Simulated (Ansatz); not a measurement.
**Cu: a strain scan**

This session takes Cu and sets out to see how energy and stress answer to the strain pattern (0, 1, 0, 0, 0, 0).

Method: DFT r2SCAN, scalar-relativistic, plane waves, PAW, in Ansatz 0.2.0.

**1. The starting structure**

The structure is tetragonal, space group I4/mmm (No. 139). The conventional cell has a = 2.886 Å, b = 2.886 Å, c = 2.752 Å, α = 90.00°, β = 90.00°, γ = 90.00°. Cu (site symmetry 4/mmm) has 10 Cu at 2.46 to 2.75 Å in its first shell of neighbours.

Coordinates:

```cif
data_structure
_symmetry_space_group_name_H-M 'I4/mmm'
_symmetry_Int_Tables_number 139
_cell_length_a 2.8856
_cell_length_b 2.8856
_cell_length_c 2.7522
_cell_angle_alpha 90.000
_cell_angle_beta 90.000
_cell_angle_gamma 90.000
_cell_volume 22.92
loop_
_atom_site_label
_atom_site_type_symbol
_atom_site_symmetry_multiplicity
_atom_site_Wyckoff_symbol
_atom_site_fract_x
_atom_site_fract_y
_atom_site_fract_z
_atom_site_occupancy
Cu1 Cu 2 a 0.00000 0.00000 0.00000 1
```

It goes back to an entry of the Materials Project, which need not be the stable form.

No relaxation comes first: the listed cell is the starting point.

**2. Zero of energy**

The reference gives a free energy of -6631.2032 eV, pressure 0.29 GPa, largest force 0.000 eV/Å and gap on the mesh none (metal). It was computed beforehand with the settings of the runs below.

**3. Setting up a strain scan**

The cell is strained by ε times the Voigt pattern (0, 1, 0, 0, 0, 0) (xx, yy, zz, yz, xz, xy; engineering shear), with fractional coordinates fixed (clamped ions). The stress on the pattern is the sum of the stress components weighted by it, tension positive.

**4. At ε = -0.1000**

Input file input.yaml:

```yaml
crystal:
  lattice:
    - [-1.44279332, 1.298513988, 1.37608145]
    - [1.44279332, -1.298513988, 1.37608145]
    - [1.44279332, 1.298513988, -1.37608145]
  atoms:
    - { symbol: Cu, position: [0.0, 0.0, 0.0] }
basis:
  ecutwfc: 500
kpoints:
  mp_grid: { grid: [24, 24, 24] }
hamiltonian:
  xc: r2scan
scf:
  occupations: { method: gaussian, width: 0.15 }
output:
  forces: true
  stress: true
  eigenvalues: true
```

Run with:

```console
$ ansatz run input.yaml --threads 1 --pin off --max-ram 2560MiB --backend cpu --events-out ev --progress --plain --runs-dir out
```

Output, cut to the lines that bear on the results:

```text
Warning: RAYON_NUM_THREADS=1 ignored (pool sized by the plan → 1); use --threads N
[...]
Pseudopotentials: kind: paw
Pseudopotential: Cu, paw, valence charge 19, recommended cutoff 500 eV (meta_gga), Cu.paw.azcp
Functional definition: r2SCAN
[...]
Crystal: 1 atoms, lattice volume = 10.312 Å³
Basis set: ecut = 500 eV, 257 PW (Γ), exchange–correlation on 72×72×72 points (64 copies of the dense FFT grid, shifted against one another)
Bands: 14, of which v1, the nominal top of the filled ones, is band 10 counted from 1 (9 counted from 0)
Symmetry: 8 space group operations
Space group: Immm (ITA 71), of the structure as read, at distance tolerance 2.2e-5 Å
k-points: 1963 of 13824
[...]
SCF iter   1: F=—  HF=-6631.143869 eV  |F-HF|=—  |Δ(HF+E_count)|=         —  Δρ=3.86e-2  dr2=8.20e-2  dr2_τ=5.56e-4  ethr=1.77e-3  ⟨swp⟩=4.9  Hψ=137262  notcnv=0
[...]
SCF iter   6: F=-6631.129152 eV  HF=-6631.129152 eV  |F-HF|=3.90e-8  |Δ(HF+E_count)|=   1.75e-6  Δρ=3.08e-5  dr2=6.70e-8  dr2_τ=7.93e-10  ethr=5.26e-10  ⟨swp⟩=6.7  Hψ=128917  notcnv=0
[...]
SCF converged after 6 iterations
Free energy (F): -6631.129152 eV
[...]
E sigma→0 (E₀):  -6631.127146 eV
Entropy (-TS):   -0.004013 eV (-4.013 meV/atom)
Fermi energy:    19.715568 eV
[...]
--- Forces (eV/Å), atoms counted from 1 ---
  atom   1  Cu     0.00000000     0.00000000     0.00000000
[...]
--- Stress (GPa, compression-positive) ---
       23.105866       0.000000       0.000000
        0.000000      23.841574       0.000000
        0.000000       0.000000      21.268937
  P = ⅓ Tr σ = 22.7388 GPa (227.388 kbar)
--- Band table (eV; the first three rows and the last of 1963) ---
  k-point 0: bands = ["-97.1393", "-52.8597", "-52.8537", "-52.8519", "8.8244", "15.7691", "16.0744", "16.2650", "16.9728", "17.4282", "45.7543", "46.5164", "48.5958", "50.9977"]
[...]
```

It took 22 s on 1 thread of Intel Xeon Platinum 8488C (Sapphire Rapids), shared host; peak memory 0.68 GiB.

**5. Point ε = 0.0750**

input.yaml, as its differences from that of step 4:

```diff
@@ -2,5 +2,5 @@
   lattice:
-    - [-1.44279332, 1.298513988, 1.37608145]
-    - [1.44279332, -1.298513988, 1.37608145]
-    - [1.44279332, 1.298513988, -1.37608145]
+    - [-1.44279332, 1.551002819, 1.37608145]
+    - [1.44279332, -1.551002819, 1.37608145]
+    - [1.44279332, 1.551002819, -1.37608145]
   atoms:
```

Run with:

```console
$ ansatz run input.yaml --threads 1 --pin off --max-ram 2560MiB --backend cpu --events-out ev --progress --plain --runs-dir out
```

Output, cut to the lines that bear on the results:

```text
[...]
SCF converged after 6 iterations
Free energy (F): -6631.179388 eV
[...]
E sigma→0 (E₀):  -6631.177222 eV
Entropy (-TS):   -0.004331 eV (-4.331 meV/atom)
Fermi energy:    15.681739 eV
[...]
--- Forces (eV/Å), atoms counted from 1 ---
  atom   1  Cu     0.00000000     0.00000000     0.00000000
[...]
--- Stress (GPa, compression-positive) ---
      -10.319946       0.000000       0.000000
        0.000000      -8.410396       0.000000
        0.000000       0.000000      -9.402671
  P = ⅓ Tr σ = -9.3777 GPa (-93.777 kbar)
--- Band table (eV; the first three rows and the last of 1963) ---
  k-point 0: bands = ["-100.6528", "-56.4269", "-56.4221", "-56.4210", "6.2861", "12.4527", "12.6472", "12.8669", "13.3471", "13.7144", "39.8425", "40.6004", "42.3915", "43.0475"]
[...]
```

It took 32 s on 1 thread of Intel Xeon Platinum 8488C (Sapphire Rapids), shared host; peak memory 0.73 GiB.

**6. Point ε = -0.0500**

input.yaml, as its differences from that of step 5:

```diff
@@ -2,5 +2,5 @@
   lattice:
-    - [-1.44279332, 1.551002819, 1.37608145]
-    - [1.44279332, -1.551002819, 1.37608145]
-    - [1.44279332, 1.551002819, -1.37608145]
+    - [-1.44279332, 1.370653654, 1.37608145]
+    - [1.44279332, -1.370653654, 1.37608145]
+    - [1.44279332, 1.370653654, -1.37608145]
   atoms:
```

Run with:

```console
$ ansatz run input.yaml --threads 1 --pin off --max-ram 2560MiB --backend cpu --events-out ev --progress --plain --runs-dir out
```

Output, cut to the lines that bear on the results:

```text
[...]
SCF converged after 7 iterations
Free energy (F): -6631.186842 eV
[...]
E sigma→0 (E₀):  -6631.184886 eV
Entropy (-TS):   -0.003912 eV (-3.912 meV/atom)
Fermi energy:    18.400424 eV
[...]
--- Forces (eV/Å), atoms counted from 1 ---
  atom   1  Cu     0.00000000     0.00000000     0.00000000
[...]
--- Stress (GPa, compression-positive) ---
       10.226247       0.000000       0.000000
        0.000000       9.509931       0.000000
        0.000000       0.000000       9.465511
  P = ⅓ Tr σ = 9.7339 GPa (97.339 kbar)
--- Band table (eV; the first three rows and the last of 1963) ---
  k-point 0: bands = ["-98.2783", "-54.0150", "-54.0146", "-54.0119", "7.9900", "14.8439", "14.8623", "15.0572", "15.9413", "16.1519", "44.5003", "45.4933", "45.6210", "48.8676"]
[...]
```

Wall time 23 s (1 thread of Intel Xeon Platinum 8488C (Sapphire Rapids), shared host); peak memory 0.69 GiB.

**7. ε = 0.0250**

input.yaml, as its differences from that of step 6:

```diff
@@ -2,5 +2,5 @@
   lattice:
-    - [-1.44279332, 1.370653654, 1.37608145]
-    - [1.44279332, -1.370653654, 1.37608145]
-    - [1.44279332, 1.370653654, -1.37608145]
+    - [-1.44279332, 1.478863153, 1.37608145]
+    - [1.44279332, -1.478863153, 1.37608145]
+    - [1.44279332, 1.478863153, -1.37608145]
   atoms:
```

Run with:

```console
$ ansatz run input.yaml --threads 1 --pin off --max-ram 2560MiB --backend cpu --events-out ev --progress --plain --runs-dir out
```

Output, cut to the lines that bear on the results:

```text
Warning: RAYON_NUM_THREADS=1 ignored (pool sized by the plan → 1); use --threads N
[...]
Pseudopotentials: kind: paw
Pseudopotential: Cu, paw, valence charge 19, recommended cutoff 500 eV (meta_gga), Cu.paw.azcp
Functional definition: r2SCAN
[...]
Crystal: 1 atoms, lattice volume = 11.745 Å³
Basis set: ecut = 500 eV, 313 PW (Γ), exchange–correlation on 80×80×80 points (64 copies of the dense FFT grid, shifted against one another)
Bands: 14, of which v1, the nominal top of the filled ones, is band 10 counted from 1 (9 counted from 0)
Symmetry: 8 space group operations
Space group: Immm (ITA 71), of the structure as read, at distance tolerance 2.3e-5 Å
k-points: 1963 of 13824
[...]
SCF iter   1: F=—  HF=-6631.219490 eV  |F-HF|=—  |Δ(HF+E_count)|=         —  Δρ=4.00e-2  dr2=1.03e-1  dr2_τ=8.01e-4  ethr=1.77e-3  ⟨swp⟩=5.0  Hψ=135260  notcnv=0
[...]
SCF iter   6: F=-6631.200594 eV  HF=-6631.200594 eV  |F-HF|=4.99e-8  |Δ(HF+E_count)|=   3.26e-6  Δρ=2.77e-5  dr2=5.20e-8  dr2_τ=1.11e-9  ethr=5.26e-10  ⟨swp⟩=4.7  Hψ=129950  notcnv=0
[...]
SCF converged after 6 iterations
Free energy (F): -6631.200594 eV
[...]
E sigma→0 (E₀):  -6631.198464 eV
Entropy (-TS):   -0.004259 eV (-4.259 meV/atom)
Fermi energy:    16.684446 eV
[...]
--- Forces (eV/Å), atoms counted from 1 ---
  atom   1  Cu     0.00000000     0.00000000     0.00000000
[...]
--- Stress (GPa, compression-positive) ---
       -3.804197       0.000000       0.000000
        0.000000      -3.101229       0.000000
        0.000000       0.000000      -3.414032
  P = ⅓ Tr σ = -3.4398 GPa (-34.398 kbar)
--- Band table (eV; the first three rows and the last of 1963) ---
  k-point 0: bands = ["-99.7745", "-55.5358", "-55.5320", "-55.5310", "6.9111", "13.3256", "13.5219", "13.6068", "14.3482", "14.6076", "41.9130", "42.2668", "43.7844", "45.6368"]
[...]
```

Wall time 24 s (1 thread of Intel Xeon Platinum 8488C (Sapphire Rapids), shared host); peak memory 0.72 GiB.

**8. ε = 0.1000**

input.yaml, as its differences from that of step 7:

```diff
@@ -2,5 +2,5 @@
   lattice:
-    - [-1.44279332, 1.478863153, 1.37608145]
-    - [1.44279332, -1.478863153, 1.37608145]
-    - [1.44279332, 1.478863153, -1.37608145]
+    - [-1.44279332, 1.587072652, 1.37608145]
+    - [1.44279332, -1.587072652, 1.37608145]
+    - [1.44279332, 1.587072652, -1.37608145]
   atoms:
```

Run with:

```console
$ ansatz run input.yaml --threads 1 --pin off --max-ram 2560MiB --backend cpu --events-out ev --progress --plain --runs-dir out
```

Output, cut to the lines that bear on the results:

```text
[...]
SCF converged after 7 iterations
Free energy (F): -6631.162412 eV
[...]
E sigma→0 (E₀):  -6631.160356 eV
Entropy (-TS):   -0.004110 eV (-4.110 meV/atom)
Fermi energy:    15.214683 eV
[...]
--- Forces (eV/Å), atoms counted from 1 ---
  atom   1  Cu     0.00000000     0.00000000     0.00000000
[...]
--- Stress (GPa, compression-positive) ---
      -12.893419       0.000000       0.000000
        0.000000     -10.557391       0.000000
        0.000000       0.000000     -11.811813
  P = ⅓ Tr σ = -11.7542 GPa (-117.542 kbar)
--- Band table (eV; the first three rows and the last of 1963) ---
  k-point 0: bands = ["-101.0617", "-56.8413", "-56.8358", "-56.8355", "5.9975", "12.0537", "12.2465", "12.5183", "12.8784", "13.2893", "38.9068", "39.7617", "41.6344", "41.8968"]
[...]
```

Wall time 27 s (1 thread of Intel Xeon Platinum 8488C (Sapphire Rapids), shared host); peak memory 0.74 GiB.

**9. At ε = -0.0750**

input.yaml, as its differences from that of step 8:

```diff
@@ -2,5 +2,5 @@
   lattice:
-    - [-1.44279332, 1.587072652, 1.37608145]
-    - [1.44279332, -1.587072652, 1.37608145]
-    - [1.44279332, 1.587072652, -1.37608145]
+    - [-1.44279332, 1.334583821, 1.37608145]
+    - [1.44279332, -1.334583821, 1.37608145]
+    - [1.44279332, 1.334583821, -1.37608145]
   atoms:
```

Run with:

```console
$ ansatz run input.yaml --threads 1 --pin off --max-ram 2560MiB --backend cpu --events-out ev --progress --plain --runs-dir out
```

Output, cut to the lines that bear on the results:

```text
[...]
SCF converged after 6 iterations
Free energy (F): -6631.164422 eV
[...]
E sigma→0 (E₀):  -6631.162526 eV
Entropy (-TS):   -0.003792 eV (-3.792 meV/atom)
Fermi energy:    19.041420 eV
[...]
--- Forces (eV/Å), atoms counted from 1 ---
  atom   1  Cu     0.00000000     0.00000000     0.00000000
[...]
--- Stress (GPa, compression-positive) ---
       16.260277       0.000000       0.000000
        0.000000      15.848272       0.000000
        0.000000       0.000000      15.017251
  P = ⅓ Tr σ = 15.7086 GPa (157.086 kbar)
--- Band table (eV; the first three rows and the last of 1963) ---
  k-point 0: bands = ["-97.7235", "-53.4525", "-53.4495", "-53.4474", "8.3944", "15.2959", "15.4478", "15.6410", "16.4575", "16.7683", "45.1444", "46.0064", "47.0513", "49.9774"]
[...]
```

It took 33 s on 1 thread of Intel Xeon Platinum 8488C (Sapphire Rapids), shared host; peak memory 0.69 GiB.

**10. At ε = 0.0500**

input.yaml, as its differences from that of step 9:

```diff
@@ -2,5 +2,5 @@
   lattice:
-    - [-1.44279332, 1.334583821, 1.37608145]
-    - [1.44279332, -1.334583821, 1.37608145]
-    - [1.44279332, 1.334583821, -1.37608145]
+    - [-1.44279332, 1.514932986, 1.37608145]
+    - [1.44279332, -1.514932986, 1.37608145]
+    - [1.44279332, 1.514932986, -1.37608145]
   atoms:
```

Run with:

```console
$ ansatz run input.yaml --threads 1 --pin off --max-ram 2560MiB --backend cpu --events-out ev --progress --plain --runs-dir out
```

Output, cut to the lines that bear on the results:

```text
Warning: RAYON_NUM_THREADS=1 ignored (pool sized by the plan → 1); use --threads N
[...]
Pseudopotentials: kind: paw
Pseudopotential: Cu, paw, valence charge 19, recommended cutoff 500 eV (meta_gga), Cu.paw.azcp
Functional definition: r2SCAN
[...]
Crystal: 1 atoms, lattice volume = 12.031 Å³
Basis set: ecut = 500 eV, 313 PW (Γ), exchange–correlation on 80×80×80 points (64 copies of the dense FFT grid, shifted against one another)
Bands: 14, of which v1, the nominal top of the filled ones, is band 10 counted from 1 (9 counted from 0)
Symmetry: 8 space group operations
Space group: Immm (ITA 71), of the structure as read, at distance tolerance 2.3e-5 Å
k-points: 1963 of 13824
[...]
SCF iter   1: F=—  HF=-6631.211997 eV  |F-HF|=—  |Δ(HF+E_count)|=         —  Δρ=4.03e-2  dr2=1.08e-1  dr2_τ=8.73e-4  ethr=1.77e-3  ⟨swp⟩=5.0  Hψ=135114  notcnv=0
[...]
SCF iter   6: F=-6631.192351 eV  HF=-6631.192351 eV  |F-HF|=2.93e-8  |Δ(HF+E_count)|=   3.57e-6  Δρ=2.00e-5  dr2=2.69e-8  dr2_τ=1.44e-9  ethr=5.26e-10  ⟨swp⟩=4.6  Hψ=131345  notcnv=0
[...]
SCF converged after 6 iterations
Free energy (F): -6631.192351 eV
[...]
E sigma→0 (E₀):  -6631.190135 eV
Entropy (-TS):   -0.004432 eV (-4.432 meV/atom)
Fermi energy:    16.172182 eV
[...]
--- Forces (eV/Å), atoms counted from 1 ---
  atom   1  Cu     0.00000000     0.00000000     0.00000000
[...]
--- Stress (GPa, compression-positive) ---
       -7.293099       0.000000       0.000000
        0.000000      -6.023820       0.000000
        0.000000       0.000000      -6.599034
  P = ⅓ Tr σ = -6.6387 GPa (-66.387 kbar)
--- Band table (eV; the first three rows and the last of 1963) ---
  k-point 0: bands = ["-100.2245", "-55.9925", "-55.9882", "-55.9871", "6.5901", "12.8757", "13.0713", "13.2292", "13.8369", "14.1530", "40.8426", "41.4405", "43.1136", "44.2924"]
[...]
```

Run time: 31 s. Hardware: 1 thread of Intel Xeon Platinum 8488C (Sapphire Rapids), shared host; peak memory 0.72 GiB.

**11. Point ε = -0.0250**

input.yaml, as its differences from that of step 10:

```diff
@@ -2,5 +2,5 @@
   lattice:
-    - [-1.44279332, 1.514932986, 1.37608145]
-    - [1.44279332, -1.514932986, 1.37608145]
-    - [1.44279332, 1.514932986, -1.37608145]
+    - [-1.44279332, 1.406723487, 1.37608145]
+    - [1.44279332, -1.406723487, 1.37608145]
+    - [1.44279332, 1.406723487, -1.37608145]
   atoms:
```

Run with:

```console
$ ansatz run input.yaml --threads 1 --pin off --max-ram 2560MiB --backend cpu --events-out ev --progress --plain --runs-dir out
```

Output, cut to the lines that bear on the results:

```text
Warning: RAYON_NUM_THREADS=1 ignored (pool sized by the plan → 1); use --threads N
[...]
Pseudopotentials: kind: paw
Pseudopotential: Cu, paw, valence charge 19, recommended cutoff 500 eV (meta_gga), Cu.paw.azcp
Functional definition: r2SCAN
[...]
Crystal: 1 atoms, lattice volume = 11.172 Å³
Basis set: ecut = 500 eV, 297 PW (Γ), exchange–correlation on 72×72×72 points (64 copies of the dense FFT grid, shifted against one another)
Bands: 14, of which v1, the nominal top of the filled ones, is band 10 counted from 1 (9 counted from 0)
Symmetry: 8 space group operations
Space group: Immm (ITA 71), of the structure as read, at distance tolerance 2.2e-5 Å
k-points: 1963 of 13824
[...]
SCF iter   1: F=—  HF=-6631.216455 eV  |F-HF|=—  |Δ(HF+E_count)|=         —  Δρ=3.93e-2  dr2=9.35e-2  dr2_τ=6.64e-4  ethr=1.77e-3  ⟨swp⟩=4.9  Hψ=136138  notcnv=0
[...]
SCF iter   7: F=-6631.199143 eV  HF=-6631.199143 eV  |F-HF|=2.17e-9  |Δ(HF+E_count)|=   4.74e-8  Δρ=6.21e-6  dr2=2.36e-9  dr2_τ=2.51e-11  ethr=5.26e-10  ⟨swp⟩=5.9  Hψ=118081  notcnv=0
[...]
SCF converged after 7 iterations
Free energy (F): -6631.199143 eV
[...]
E sigma→0 (E₀):  -6631.197090 eV
Entropy (-TS):   -0.004107 eV (-4.107 meV/atom)
Fermi energy:    17.794691 eV
[...]
--- Forces (eV/Å), atoms counted from 1 ---
  atom   1  Cu     0.00000000     0.00000000    -0.00000000
[...]
--- Stress (GPa, compression-positive) ---
        4.928155       0.000000       0.000000
        0.000000       4.404930       0.000000
        0.000000       0.000000       4.573929
  P = ⅓ Tr σ = 4.6357 GPa (46.357 kbar)
--- Band table (eV; the first three rows and the last of 1963) ---
  k-point 0: bands = ["-98.8038", "-54.5493", "-54.5475", "-54.5461", "7.6092", "14.3156", "14.4126", "14.5115", "15.4146", "15.5903", "43.8077", "44.2942", "44.9628", "47.9064"]
[...]
```

Run time: 33 s. Hardware: 1 thread of Intel Xeon Platinum 8488C (Sapphire Rapids), shared host; peak memory 0.7 GiB.

**12. At ε = 0.0875**

input.yaml, as its differences from that of step 11:

```diff
@@ -2,5 +2,5 @@
   lattice:
-    - [-1.44279332, 1.406723487, 1.37608145]
-    - [1.44279332, -1.406723487, 1.37608145]
-    - [1.44279332, 1.406723487, -1.37608145]
+    - [-1.44279332, 1.5690377355, 1.37608145]
+    - [1.44279332, -1.5690377355, 1.37608145]
+    - [1.44279332, 1.5690377355, -1.37608145]
   atoms:
```

Run with:

```console
$ ansatz run input.yaml --threads 1 --pin off --max-ram 2560MiB --backend cpu --events-out ev --progress --plain --runs-dir out
```

Output, cut to the lines that bear on the results:

```text
Warning: RAYON_NUM_THREADS=1 ignored (pool sized by the plan → 1); use --threads N
[...]
Pseudopotentials: kind: paw
Pseudopotential: Cu, paw, valence charge 19, recommended cutoff 500 eV (meta_gga), Cu.paw.azcp
Functional definition: r2SCAN
[...]
Crystal: 1 atoms, lattice volume = 12.461 Å³
Basis set: ecut = 500 eV, 329 PW (Γ), exchange–correlation on 80×80×80 points (64 copies of the dense FFT grid, shifted against one another)
Bands: 14, of which v1, the nominal top of the filled ones, is band 10 counted from 1 (9 counted from 0)
Symmetry: 8 space group operations
Space group: Immm (ITA 71), of the structure as read, at distance tolerance 2.3e-5 Å
k-points: 1963 of 13824
[...]
SCF iter   1: F=—  HF=-6631.192018 eV  |F-HF|=—  |Δ(HF+E_count)|=         —  Δρ=4.06e-2  dr2=1.14e-1  dr2_τ=9.80e-4  ethr=1.77e-3  ⟨swp⟩=5.0  Hψ=134326  notcnv=0
[...]
SCF iter   6: F=-6631.171380 eV  HF=-6631.171380 eV  |F-HF|=4.91e-8  |Δ(HF+E_count)|=   4.60e-6  Δρ=3.28e-5  dr2=7.48e-8  dr2_τ=1.63e-9  ethr=5.26e-10  ⟨swp⟩=4.8  Hψ=136962  notcnv=0
[...]
SCF converged after 6 iterations
Free energy (F): -6631.171380 eV
[...]
E sigma→0 (E₀):  -6631.169286 eV
Entropy (-TS):   -0.004188 eV (-4.188 meV/atom)
Fermi energy:    15.445072 eV
[...]
--- Forces (eV/Å), atoms counted from 1 ---
  atom   1  Cu    -0.00000000    -0.00000000     0.00000000
[...]
--- Stress (GPa, compression-positive) ---
      -11.663843      -0.000000      -0.000000
       -0.000000      -9.498234       0.000000
       -0.000000       0.000000     -10.658649
  P = ⅓ Tr σ = -10.6069 GPa (-106.069 kbar)
--- Band table (eV; the first three rows and the last of 1963) ---
  k-point 0: bands = ["-100.8597", "-56.6367", "-56.6315", "-56.6307", "6.1399", "12.2503", "12.4439", "12.6908", "13.1100", "13.5001", "39.3670", "40.1801", "42.0162", "42.4611"]
[...]
```

Run time: 29 s. Hardware: 1 thread of Intel Xeon Platinum 8488C (Sapphire Rapids), shared host; peak memory 0.74 GiB.

**13. Results of the scan**

The scan, with free energies counted from the undisturbed cell:

| ε | ΔE (meV/atom) | stress on the pattern (GPa) | pressure (GPa) |
| --- | --- | --- | --- |
| -0.1000 | 74.0 | -23.84 | 22.7 |
| -0.0750 | 38.8 | -15.85 | 15.7 |
| -0.0500 | 16.3 | -9.51 | 9.7 |
| -0.0250 | 4.0 | -4.40 | 4.6 |
| 0.0000 | 0.0 | -0.28 | 0.3 |
| 0.0250 | 2.6 | 3.10 | -3.4 |
| 0.0500 | 10.8 | 6.02 | -6.6 |
| 0.0750 | 23.8 | 8.41 | -9.4 |
| 0.0875 | 31.8 | 9.50 | -10.6 |
| 0.1000 | 40.8 | 10.56 | -11.8 |

**14. Summary of results**

| quantity | value |
| --- | --- |
| slope of the stress at ε = 0, over ±0.0250 | 150 GPa |

**Reading.** From the stress slope, C22 is about 150 GPa with the ions clamped. The undisturbed cell stays the lowest of the sampled points. Compression costs more than tension: 74.0 against 40.8 meV/atom at the ends.
